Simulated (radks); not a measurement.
**Exchange and kinetic functionals tested on atomic densities: Cr⁺, Sn³⁺, Ga⁺, Li²⁺, N³⁺, Zn**

One table from this session's results is given with a row withheld; the runs are named, their logs left out.

Method: non-relativistic Kohn-Sham, exchange-only LDA, spin-polarised, spherical densities, point nucleus; open shells are filled with parallel spins first. Code: radks (a radial shooting solver on a logarithmic mesh, Libxc functionals) version 1.

### What is computed

- species: Cr⁺ ([Ar] 3d5), Sn³⁺ ([Kr] 4d10 5s1), Ga⁺ ([Ar] 3d10 4s2), Li²⁺ (1s1), N³⁺ ([He] 2s2), Zn ([Ar] 3d10 4s2)

Set-up of the first run:

The run's settings:

```text
Z 24
configuration [Ar] 3d5
relativity non-relativistic
functional lda,
spin polarised
nucleus point
```

Steps of the session up to this table: Cr⁺, [Ar] 3d5.

One of the session's tables, all rows but one given; the rest of the session is left out.

It belongs to the step «Cr⁺, [Ar] 3d5». Radial moments (bohr):

| level | <r> | outermost maximum (interpolated) | 90 % within | nodes |
| --- | --- | --- | --- | --- |
| 2p up | 0.2617 | 0.199 | 0.429 | 0 |
| 2p down | 0.2610 | 0.199 | 0.428 | 0 |
| 3s up | 0.9139 | 0.785 | 1.37 | 2 |
| 3s down | ? | ? | ? | ? |
| 3p up | 0.9731 | 0.801 | 1.51 | 1 |
| 3p down | 0.9752 | 0.801 | 1.51 | 1 |
| 3d up | 1.398 | 0.834 | 2.50 | 0 |
| 3d down | 1.535 | 0.843 | 2.84 | 0 |

**Question.** Estimate the row for 3s down.

As computed: <r>: 0.9149; outermost maximum (interpolated): 0.785; 90 % within: 1.38; nodes: 2. In the column «<r>» it lies between 3s up (0.9139) and 3p up (0.9731).
